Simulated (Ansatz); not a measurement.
# C3H7NZn: one species, many methods

An exercise on one series of results from a longer session: the logs are not shown, and one member is left open.

Computed with Ansatz 0.2.0, Gaussian basis. Level: functionals in def2-TZVPP, the program's frozen cores in correlated methods.

Levels to be run: LDA (SPW92), PBE-D4, revPBE-D4, BLYP-D4, r2SCAN-D4, B97M-V, PBE0-D4, B3LYP-D4, r2SCANh-D4, r2SCAN0-D4, HSE06-D4, BHLYP-D4, CAM-B3LYP-D4, LC-ωPBE, ωB97X-V, ωB97M-V, B2PLYP, PBE-QIDH; CCSD(T)/def2-SVP; CCSD(T)/def2-TZVPP; MP2/def2-QZVPP; extrapolation to the limit; RPA on PBE.

## The geometry

An earlier PBE0-D4 in a triple-zeta def2 set relaxation fixed the geometry.

SMILES `C=C[NH][Zn][CH3]`, 12 atoms, charge 0, spin multiplicity 1.

Atoms are counted from 1 here; the program's logs count them from 0.

Bond lengths: C1–C2 1.338 Å, C1–H6 1.080 Å, C1–H7 1.087 Å, C2–N3 1.373 Å, C2–H8 1.090 Å, N3–Zn4 1.837 Å, N3–H9 1.006 Å, Zn4–C5 1.924 Å, C5–H10 1.092 Å, C5–H11 1.092 Å, C5–H12 1.092 Å. Angles: C2–C1–H6 120.6°, C2–C1–H7 122.2°, H6–C1–H7 117.2°, C1–C2–N3 127.0°, C1–C2–H8 118.0°, N3–C2–H8 114.9°, C2–N3–Zn4 125.2°, C2–N3–H9 113.3°, Zn4–N3–H9 121.5°, N3–Zn4–C5 178.8°, Zn4–C5–H10 110.9°, Zn4–C5–H11 110.9°, Zn4–C5–H12 110.5°, H10–C5–H11 108.2°, H10–C5–H12 108.1°, H11–C5–H12 108.3°.

The first run:

The input, in.yaml:

```yaml
crystal:
  periodic: [false, false, false]
  atoms:
    - {symbol: C, position_ang: [-1.959924, -0.026608, 1.098269]}
    - {symbol: C, position_ang: [-0.906580, -0.634174, 1.657199]}
    - {symbol: N, position_ang: [0.363371, -0.725972, 1.143534]}
    - {symbol: Zn, position_ang: [0.911653, -0.017650, -0.460215]}
    - {symbol: C, position_ang: [1.522041, 0.712154, -2.131956]}
    - {symbol: H, position_ang: [-2.918006, -0.017382, 1.597166]}
    - {symbol: H, position_ang: [-1.896631, 0.474300, 0.135079]}
    - {symbol: H, position_ang: [-1.046697, -1.115345, 2.624720]}
    - {symbol: H, position_ang: [0.997052, -1.231833, 1.738387]}
    - {symbol: H, position_ang: [2.613354, 0.741276, -2.168647]}
    - {symbol: H, position_ang: [1.168652, 0.109813, -2.971429]}
    - {symbol: H, position_ang: [1.151718, 1.731432, -2.262107]}
basis:
  gaussian: {orbitals: def2-TZVPP}
hamiltonian: {xc: lda}
output: {orbitals: {seedname: orbitals}}
```

Launch:

```sh
$ ansatz run in.yaml --threads 4 --pin off --events-out ev --progress --plain --max-ram 10444MiB
```

Steps of the session up to this table: LDA; PBE-D4 (GGA); revPBE-D4 (GGA); BLYP-D4 (GGA); r2SCAN-D4 (meta-GGA); B97M-V (meta-GGA); PBE0-D4 (hybrid); B3LYP-D4 (hybrid); r2SCANh-D4 (hybrid); r2SCAN0-D4 (hybrid); HSE06-D4 (hybrid); BHLYP-D4 (hybrid); CAM-B3LYP-D4 (range-separated); LC-ωPBE (range-separated); ωB97X-V (range-separated); ωB97M-V (range-separated); B2PLYP (double hybrid); PBE-QIDH (double hybrid).

One table of the session follows, with a row left open; its other results are not shown here.

It belongs to the step «Frontier levels by functional». 

```
  functional  HOMO (eV)  gap (eV)
 LDA (SPW92)      -4.59      3.51
      PBE-D4      -4.39      3.48
   revPBE-D4      -4.31      3.48
     BLYP-D4      -4.24      3.36
   r2SCAN-D4      -4.56      4.04
      B97M-V      -4.56      3.70
     PBE0-D4      -5.45      5.30
    B3LYP-D4          ?         ?
  r2SCANh-D4      -4.97      4.70
  r2SCAN0-D4      -5.58      5.67
    HSE06-D4      -5.05      4.55
    BHLYP-D4      -6.41      6.82
CAM-B3LYP-D4      -6.76      7.34
     LC-ωPBE      -8.09      9.79
     ωB97X-V      -7.72      9.26
     ωB97M-V      -7.65      8.74
```

Q: Estimate the row for B3LYP-D4 from the others.

Worked estimate for «HOMO (eV)». Against the share of exact exchange, BLYP-D4 (0, -4.24), BHLYP-D4 (0.5, -6.41) give a slope of -4.34 per unit share; at 0.2 the line stands at -5.11.

As computed: HOMO (eV): -5.26; gap (eV): 4.81. In «HOMO (eV)» the line misses by +0.15.
